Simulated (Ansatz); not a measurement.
# HfSiH₃ (quartet): the correlation ladder, def2-SVP

An exercise on one series of results from a longer session: the logs are not shown, and one member is left open.

Computed with Ansatz 0.2.0, Gaussian basis. Level: def2-SVP, core rule «outside noble gas», up to 9 orbitals frozen.

Plan: UHF; CCSD(T) on ROHF; CCSD(T) on UHF; CISD as a restricted active space (open shells left free, so some higher excitations enter); CCSDT(Q) on ROHF; CCSDT(Q) on UHF.

20 further runs of the same task are left out: 4 that didn't finish, 16 set aside as unsound or not needed. Runs told in other sessions of the task aren't counted.

**The geometry**

The geometry is a PBE0/def2-TZVP stationary point (not a proven minimum) of the parent state, kept for this charge and spin. No spin-orbit coupling is included. Elements past krypton take def2 core potentials.

5 atoms, charge 0, spin multiplicity 4.

Atoms are counted from 1 here; the program's logs count them from 0.

Bond lengths: Hf1–Si2 2.795 Å, Si2–H3 1.495 Å, Si2–H4 1.495 Å, Si2–H5 1.495 Å. Angles: Hf1–Si2–H3 110.0°, Hf1–Si2–H4 106.2°, Hf1–Si2–H5 110.0°, H3–Si2–H4 110.3°, H3–Si2–H5 110.0°, H4–Si2–H5 110.3°.

Set-up of the first run:

in.yaml

```yaml
crystal:
  periodic: [false, false, false]
  atoms:
    - {symbol: Hf, position_ang: [0.000000, -0.000179, 0.421687]}
    - {symbol: Si, position_ang: [0.000000, -0.000820, -2.372815]}
    - {symbol: H, position_ang: [1.224151, -0.689841, -2.882975]}
    - {symbol: H, position_ang: [-0.000057, 1.434267, -2.791360]}
    - {symbol: H, position_ang: [-1.224097, -0.689938, -2.882975]}
basis:
  gaussian: {orbitals: def2-SVP}
magnetization: {spin_polarized: true, initial_magnetization: 3}
hamiltonian: {xc: hf}
output: {orbitals: {seedname: orbitals}}
```

Launch:

```
> ansatz run in.yaml --threads 1 --pin off --events-out ev --progress --plain --max-ram 2393MiB
```

Steps of the session up to this table: UHF; CCSD(T) on ROHF; CCSD(T) on UHF; CISD as a restricted active space (open shells left free, so some higher excitations enter); CCSDT(Q) on ROHF; CCSDT(Q) on UHF.

One table of the session follows, with a row left open; its other results are not shown here.

```
   method  from RCCSDT(Q) (meV)
     ROHF               +4966.2
      UHF               +4868.7
     RMP2               +1126.6
     UMP2               +1044.7
     CISD                +545.7
    RCCSD                +186.9
    UCCSD                     ?
 RCCSD(T)                 +46.6
 UCCSD(T)                 -27.6
   RCCSDT                  +7.6
   UCCSDT                 -64.4
RCCSDT(Q)                     0
UCCSDT(Q)                 -71.7
```

Q: Estimate the row for UCCSD from the others.

**Answer.** from RCCSDT(Q) (meV): +111.4. In the column «from RCCSDT(Q) (meV)» it lies between RCCSD(T) (+46.6) and RCCSD (+186.9).

To keep in mind: Restricted and unrestricted rows rest on different reference determinants; a gap between their highest levels can come from leftover correlation error, from unlike frozen cores or from another state.
